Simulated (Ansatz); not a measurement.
# BiTe (R-3m) in Ansatz: further runs

Runs on BiTe. Level: PBEsol. Tasks: single point, equation of state.

All numbers are computed with Ansatz 0.2.0; they aren't measurements. Logs are shortened: lines on timing, memory, paths and dates and some standing lists are left out, and cuts for length are marked.

## 1. The crystal as given

Symmetry: R-3m, No. 166, trigonal system. The conventional cell has a = 4.845 Å, b = 4.845 Å, c = 9.952 Å, α = 90.00°, β = 90.00°, γ = 120.00°. Bi (site symmetry -3m) is surrounded by 6 Te at 3.25 Å. Te (site symmetry -3m) has 6 Bi at 3.25 Å as nearest neighbours.

The cell comes from a database or a generator and needn't be the stable form of this composition.

## 2. Single point, PBEsol, 31.70 Å³/atom (volume scaled by 0.94)

File input.yaml:

```yaml
crystal:
  lattice:
    - [2.3732508797, 1.3701970343, 3.2495731172]
    - [-2.3732508797, 1.3701970343, 3.2495731172]
    - [0.0, -2.7403940685, 3.2495731172]
  atoms:
    - { symbol: Bi, position: [0.5, 0.5, 0.5] }
    - { symbol: Te, position: [0.0, 0.0, 0.0] }
kpoints:
  mp_grid: { grid: [7, 7, 7] }
scf:
  occupations: { method: fermi_dirac, width: 0.05 }
hamiltonian:
  xc: pbesol
  pseudopotentials: { kind: all_electron, lapw: { basis_error: 0.001 } }
output:
  forces: true
  stress: true
  eigenvalues: true
```

Potentials or basis: all-electron LAPW, scalar-relativistic.

On the command line:

```bash
$ ansatz run input.yaml --threads 1 --pin off --max-ram 3072MiB --backend cpu --events-out ev --progress --plain --runs-dir out
```

The log of the run:

```text
Warning: RAYON_NUM_THREADS=1 ignored (pool sized by the plan → 1); use --threads N
LAPW: plane waves up to 6.957 Å⁻¹, error target 1.0e-3 eV per atom; small_component_spin mean_spin; Te in spheres of 1.562 Å, 24 of its electrons in bands, Dirac shells []; Bi in spheres of 1.624 Å, 37 of its electrons in bands, Dirac shells [] (how accurate: hamiltonian.pseudopotentials.lapw.basis_error, Limitations)
Engine: ansatz 0.2.0, x86_64-unknown-linux-gnu
Pseudopotentials: kind: all_electron
Pseudopotential: Bi, LAPW, valence charge 37, lapw/all_electron/scalar/gaussian/Bi, Koelling and Harmon's equation, gaussian nucleus
Pseudopotential: Te, LAPW, valence charge 24, lapw/all_electron/scalar/gaussian/Te, Koelling and Harmon's equation, gaussian nucleus
Functional definition: PBEsol
  exchange = pbesol_x
  correlation = pbesol_c
Crystal: 2 atoms, lattice volume = 63.402 Å³
Basis set: ecut = 184.37933377704599 eV, 355 PW (Γ), exchange–correlation at level 2
Bands: 37, of which v1, the nominal top of the filled ones, is band 31 counted from 1 (30 counted from 0)
Symmetry: 12 space group operations
Space group: R-3m (ITA 166), of the structure as read, at distance tolerance 4.0e-5 Å
k-points: 44 of 343
Non-local potential: Bi, projectors of the file, none
Non-local potential: Te, projectors of the file, none
Initial density: superposition of atomic densities (chi_scale 0.1, normalization cell, long waves kept (reshape's long-wave potential 0.00 eV rms))
Initial wavefunctions: plane waves of lowest kinetic energy (no species holds an atomic orbital)
Functional: x = pbesol(κ = 0.804, μ = 0.12345679012345678), c = pbesol(β = 0.046)
iter 1 solved again at ethr=2.02e-4 eV; its pass at ethr=1.00e-1 eV (dr2=1.23e-1 eV) is discarded
SCF iter   1: F=—  HF=-770357.610697 eV  |F-HF|=—  |Δ(HF+E_count)|=         —  Δρ=1.01e-2  dr2=1.23e-1  ethr=2.02e-4  ⟨swp⟩=3.0  Hψ=10283  notcnv=0
preconditioner: auto → LDOS  [metal: Δε(μ)=0.092 eV  Ē_g=11.208 eV  σ=0.050 eV  W_gap=0.41  n_scr=20 (ndim 8)  ℏωp=15.5 eV  f_vac=0.073  D(μ)=1.30/eV (n_scr^D=6)  β→1.0]
iter 2 solved again at ethr=2.51e-6 eV; its pass at ethr=2.02e-4 eV (dr2=1.53e-3 eV) is discarded
SCF iter   2: F=—  HF=-770357.574666 eV  |F-HF|=—  |Δ(HF+E_count)|=   3.60e-2  Δρ=1.61e-3  dr2=1.53e-3  ethr=2.51e-6  ⟨swp⟩=2.0  Hψ=8398  notcnv=0
SCF iter   3: F=—  HF=-770357.576754 eV  |F-HF|=—  |Δ(HF+E_count)|=   2.09e-3  Δρ=3.09e-4  dr2=1.01e-4  ethr=2.50e-6  ⟨swp⟩=2.3  Hψ=4806  notcnv=0
SCF iter   4: F=—  HF=-770357.574076 eV  |F-HF|=—  |Δ(HF+E_count)|=   2.68e-3  Δρ=2.08e-4  dr2=2.24e-5  ethr=1.66e-7  ⟨swp⟩=3.0  Hψ=5044  notcnv=0
SCF iter   5: F=—  HF=-770357.574075 eV  |F-HF|=—  |Δ(HF+E_count)|=   4.51e-7  Δρ=5.61e-5  dr2=2.11e-6  ethr=3.68e-8  ⟨swp⟩=2.0  Hψ=4793  notcnv=0
SCF iter   6: F=—  HF=-770357.574075 eV  |F-HF|=—  |Δ(HF+E_count)|=   4.55e-7  Δρ=1.29e-5  dr2=1.39e-7  ethr=3.46e-9  ⟨swp⟩=2.2  Hψ=4803  notcnv=0
SCF iter   7: F=-770357.574075 eV  HF=-770357.574075 eV  |F-HF|=3.61e-9  |Δ(HF+E_count)|=   4.53e-8  Δρ=4.72e-6  dr2=1.19e-8  ethr=2.28e-10  ⟨swp⟩=2.0  Hψ=4793  notcnv=0
SCF 1 converged in 7 iterations: F = -770357.574075 eV  dr2 = 1.19e-8
SCF converged after 7 iterations
Free energy (F): -770357.574075 eV
Harris-Foulkes:  -770357.574075 eV  (|F-HF|=3.61e-9)
Internal energy: -770357.561575 eV  (E = F + TS)
E sigma→0 (E₀):  -770357.567825 eV
Entropy (-TS):   -0.012500 eV (-6.250 meV/atom)
Fermi energy:    13.771485 eV
--- Per-component energies (eV) ---
  E_band       = -3748.687736
  E_kinetic    = 872946.872063
  E_xc         = -15361.651925
  E_electrostatic = -1627942.781713  (all electrons and nuclei)
  E_smearing   = -0.012500  (= −TS)
  E_closure    = 0.000000  (closes the sum)
  E_atoms      = -770349.614598  (free atoms, spherical and without spin; not in F)
  Σ components = -770357.574075   (vs F -770357.574075, Δ=0.00e0)
  Basis errors (estimates in eV, not in F): energy 3.5e-4 per atom: plane waves 3.2e-4 (1.7e-4 summed), levels above the bands 3.0e-61, relativity 1.0e-8, radial functions 2.8e-5, core shells 5.4e-9; eigenvalues (radial functions only) 3.6e-6; not estimated: angular momenta, meshes, grids; target (lapw.basis_error) 1.0e-3; muffin-tin radii Te 1.562 Å, Bi 1.624 Å
--- Forces (eV/Å), atoms counted from 1 ---
  atom   1  Bi    -0.00000000     0.00000000     0.00000000
  atom   2  Te     0.00000000     0.00000000    -0.00000000
  max |Σ_I F_I| component: 5.26e-31 eV/Å
--- Stress (GPa, compression-positive) ---
        1.148221       0.000000       0.000000
        0.000000       1.148221      -0.000000
        0.000000      -0.000000       0.296291
  P = ⅓ Tr σ = 0.8642 GPa (8.642 kbar)
--- Band table (eV; the first three rows and the last of 44) ---
  k-point 0: bands = ["-145.9106", "-139.8265", "-134.9848", "-134.9846", "-134.9764", "-134.9764", "-134.9724", "-134.9724", "-134.9712", "-96.0282", "-96.0282", "-95.9866", "-78.0382", "-78.0382", "-78.0160", "-23.4785", "-23.4785", "-23.4455", "-23.4455", "-23.4300", "-9.4299", "-9.4299", "-9.4164", "-9.4164", "-9.3948", "-0.1691", "5.7018", "10.6655", "10.6655", "12.0712", "15.7849", "16.4162", "16.4162", "17.6871", "17.6871", "20.1707", "20.5000"]
  k-point 1: bands = ["-145.9106", "-139.8265", "-134.9848", "-134.9846", "-134.9764", "-134.9764", "-134.9724", "-134.9724", "-134.9712", "-96.0282", "-96.0282", "-95.9866", "-78.0382", "-78.0382", "-78.0160", "-23.4785", "-23.4784", "-23.4455", "-23.4452", "-23.4300", "-9.4302", "-9.4297", "-9.4177", "-9.4145", "-9.3943", "0.0189", "5.1729", "10.7880", "10.9986", "11.9863", "15.0989", "15.6412", "15.8035", "17.9896", "18.2105", "20.1198", "21.2769"]
  k-point 2: bands = ["-145.9106", "-139.8265", "-134.9848", "-134.9846", "-134.9764", "-134.9764", "-134.9724", "-134.9724", "-134.9712", "-96.0282", "-96.0282", "-95.9866", "-78.0382", "-78.0382", "-78.0160", "-23.4783", "-23.4783", "-23.4455", "-23.4446", "-23.4299", "-9.4313", "-9.4301", "-9.4198", "-9.4106", "-9.3924", "0.5747", "3.9850", "11.1503", "11.5365", "12.0941", "13.8814", "14.3265", "14.9122", "18.8449", "18.8773", "21.3551", "22.7336"]
  k-point 43: bands = ["-145.9106", "-139.8265", "-134.9848", "-134.9846", "-134.9764", "-134.9764", "-134.9724", "-134.9724", "-134.9712", "-96.0282", "-96.0282", "-95.9866", "-78.0382", "-78.0382", "-78.0160", "-23.4786", "-23.4785", "-23.4437", "-23.4437", "-23.4300", "-9.4408", "-9.4388", "-9.3980", "-9.3975", "-9.3974", "2.2778", "2.7810", "9.6478", "10.7113", "10.8694", "12.9387", "13.1342", "14.4819", "20.9055", "21.5461", "22.0244", "24.1888"]
```

It took 17 s on 1 thread of Intel Xeon at 2.70GHz, shared host; peak memory 0.38 GiB.

Results:

```yaml
Free_energy: -770357.5741 eV
Pressure: 0.9 GPa
Band_gap_on_the_k_mesh: none (metal or under the smearing width)
```

Caveat: spin-orbit coupling is left out, which moves the levels of the heavy elements.

## 3. Single point, PBEsol, 32.38 Å³/atom (volume scaled by 0.96)

input.yaml: that of step 2 with these lines changed.

```diff
@@ -2,5 +2,5 @@
   lattice:
-    - [2.3732508797, 1.3701970343, 3.2495731172]
-    - [-2.3732508797, 1.3701970343, 3.2495731172]
-    - [0.0, -2.7403940685, 3.2495731172]
+    - [2.3899644647, 1.3798466271, 3.2724581889]
+    - [-2.3899644647, 1.3798466271, 3.2724581889]
+    - [0.0, -2.7596932542, 3.2724581889]
   atoms:
```

Potentials or basis: all-electron LAPW, scalar-relativistic.

On the command line:

```bash
$ ansatz run input.yaml --threads 1 --pin off --max-ram 3072MiB --backend cpu --events-out ev --progress --plain --runs-dir out
```

Run time: 18 s. Hardware: 1 thread of Intel Xeon at 2.70GHz, shared host; peak memory 0.37 GiB.

Results (log left out):

| Item | Value |
| --- | --- |
| Free energy | -770357.5763 eV |
| Pressure | -0.3 GPa |
| Band gap on the k mesh | none (metal or under the smearing width) |

Caveat: spin-orbit coupling is left out, which moves the levels of the heavy elements.

## 4. Single point, PBEsol, 33.05 Å³/atom (volume scaled by 0.98)

input.yaml: that of step 3 with these lines changed.

```diff
@@ -2,5 +2,5 @@
   lattice:
-    - [2.3899644647, 1.3798466271, 3.2724581889]
-    - [-2.3899644647, 1.3798466271, 3.2724581889]
-    - [0.0, -2.7596932542, 3.2724581889]
+    - [2.4064474992, 1.3893631114, 3.2950275793]
+    - [-2.4064474992, 1.3893631114, 3.2950275793]
+    - [0.0, -2.7787262229, 3.2950275793]
   atoms:
```

On the command line:

```bash
$ ansatz run input.yaml --threads 1 --pin off --max-ram 3072MiB --backend cpu --events-out ev --progress --plain --runs-dir out
```

Run time: 13 s. Hardware: 1 thread of Intel Xeon at 2.70GHz, shared host; peak memory 0.37 GiB.

It converged, with:

```
Free energy            : -770357.5691 eV
Pressure               : -1.4 GPa
Band gap on the k mesh : none (metal or under the smearing width)
```

Caveat: spin-orbit coupling is left out, which moves the levels of the heavy elements.

## 5. Single point, PBEsol, 33.72 Å³/atom

input.yaml: that of step 4 with these lines changed.

```diff
@@ -2,5 +2,5 @@
   lattice:
-    - [2.4064474992, 1.3893631114, 3.2950275793]
-    - [-2.4064474992, 1.3893631114, 3.2950275793]
-    - [0.0, -2.7787262229, 3.2950275793]
+    - [2.4227077728, 1.3987509848, 3.3172919545]
+    - [-2.4227077728, 1.3987509848, 3.3172919545]
+    - [0.0, -2.7975019696, 3.3172919545]
   atoms:
```

On the command line:

```bash
$ ansatz run input.yaml --threads 1 --pin off --max-ram 3072MiB --backend cpu --events-out ev --progress --plain --runs-dir out
```

It took 13 s on 1 thread of Intel Xeon at 2.70GHz, shared host; peak memory 0.37 GiB.

It converged, with:

```
Free energy            : -770357.5535 eV
Pressure               : -2.3 GPa
Band gap on the k mesh : none (metal or under the smearing width)
```

Caveat: spin-orbit coupling is left out, which moves the levels of the heavy elements.

## 6. Single point, PBEsol, 34.40 Å³/atom (volume scaled by 1.02)

input.yaml: that of step 5 with these lines changed.

```diff
@@ -2,5 +2,5 @@
   lattice:
-    - [2.4227077728, 1.3987509848, 3.3172919545]
-    - [-2.4227077728, 1.3987509848, 3.3172919545]
-    - [0.0, -2.7975019696, 3.3172919545]
+    - [2.4387526627, 1.4080145063, 3.3392614156]
+    - [-2.4387526627, 1.4080145063, 3.3392614156]
+    - [0.0, -2.8160290126, 3.3392614156]
   atoms:
```

Potentials or basis: all-electron LAPW, scalar-relativistic.

On the command line:

```bash
$ ansatz run input.yaml --threads 1 --pin off --max-ram 3072MiB --backend cpu --events-out ev --progress --plain --runs-dir out
```

Wall time 12 s (1 thread of Intel Xeon at 2.70GHz, shared host); peak memory 0.37 GiB.

Results (log left out):

```
Free energy            : -770357.5305 eV
Pressure               : -3.1 GPa
Band gap on the k mesh : none (metal or under the smearing width)
```

Caveat: spin-orbit coupling is left out, which moves the levels of the heavy elements.

## 7. Single point, PBEsol, 35.07 Å³/atom (volume scaled by 1.04)

input.yaml: that of step 6 with these lines changed.

```diff
@@ -2,5 +2,5 @@
   lattice:
-    - [2.4387526627, 1.4080145063, 3.3392614156]
-    - [-2.4387526627, 1.4080145063, 3.3392614156]
-    - [0.0, -2.8160290126, 3.3392614156]
+    - [2.4545891627, 1.4171577139, 3.3609455389]
+    - [-2.4545891627, 1.4171577139, 3.3609455389]
+    - [0.0, -2.8343154277, 3.3609455389]
   atoms:
```

On the command line:

```bash
$ ansatz run input.yaml --threads 1 --pin off --max-ram 3072MiB --backend cpu --events-out ev --progress --plain --runs-dir out
```

It took 12 s on 1 thread of Intel Xeon at 2.70GHz, shared host; peak memory 0.37 GiB.

It converged, with:

```
Free energy            : -770357.5009 eV
Pressure               : -3.9 GPa
Band gap on the k mesh : none (metal or under the smearing width)
```

Caveat: spin-orbit coupling is left out, which moves the levels of the heavy elements.

## 8. Single point, PBEsol, 35.75 Å³/atom (volume scaled by 1.06)

input.yaml: that of step 7 with these lines changed.

```diff
@@ -2,5 +2,5 @@
   lattice:
-    - [2.4545891627, 1.4171577139, 3.3609455389]
-    - [-2.4545891627, 1.4171577139, 3.3609455389]
-    - [0.0, -2.8343154277, 3.3609455389]
+    - [2.4702239101, 1.4261844395, 3.3823534125]
+    - [-2.4702239101, 1.4261844395, 3.3823534125]
+    - [0.0, -2.852368879, 3.3823534125]
   atoms:
```

On the command line:

```bash
$ ansatz run input.yaml --threads 1 --pin off --max-ram 3072MiB --backend cpu --events-out ev --progress --plain --runs-dir out
```

Run time: 13 s. Hardware: 1 thread of Intel Xeon at 2.70GHz, shared host; peak memory 0.38 GiB.

It converged, with:

```yaml
Free_energy: -770357.4654 eV
Pressure: -4.5 GPa
Band_gap_on_the_k_mesh: none (metal or under the smearing width)
```

Caveat: spin-orbit coupling is left out, which moves the levels of the heavy elements.

## 9. Equation of state, PBEsol

Potentials or basis: all-electron LAPW, scalar-relativistic.

No new run: the results of the series are fitted here.

What came out:

* Equilibrium volume: 32.19 Å³/atom
* Bulk modulus at fixed shape and positions: 55 GPa
* Pressure derivative of the bulk modulus: 4.6

Energy against volume, from the lowest point:
```csv
volume (Å³/atom),energy (meV/atom)
31.701,1.09
32.376,0.00
33.050,3.60
33.725,11.38
34.399,22.88
35.074,37.68
35.748,55.43
```

Caveat: the cell was scaled at fixed shape and fractional positions, which overstates the stiffness of a crystal with free parameters, most of all of layers and chains; spin-orbit coupling is left out, which moves the levels of the heavy elements.
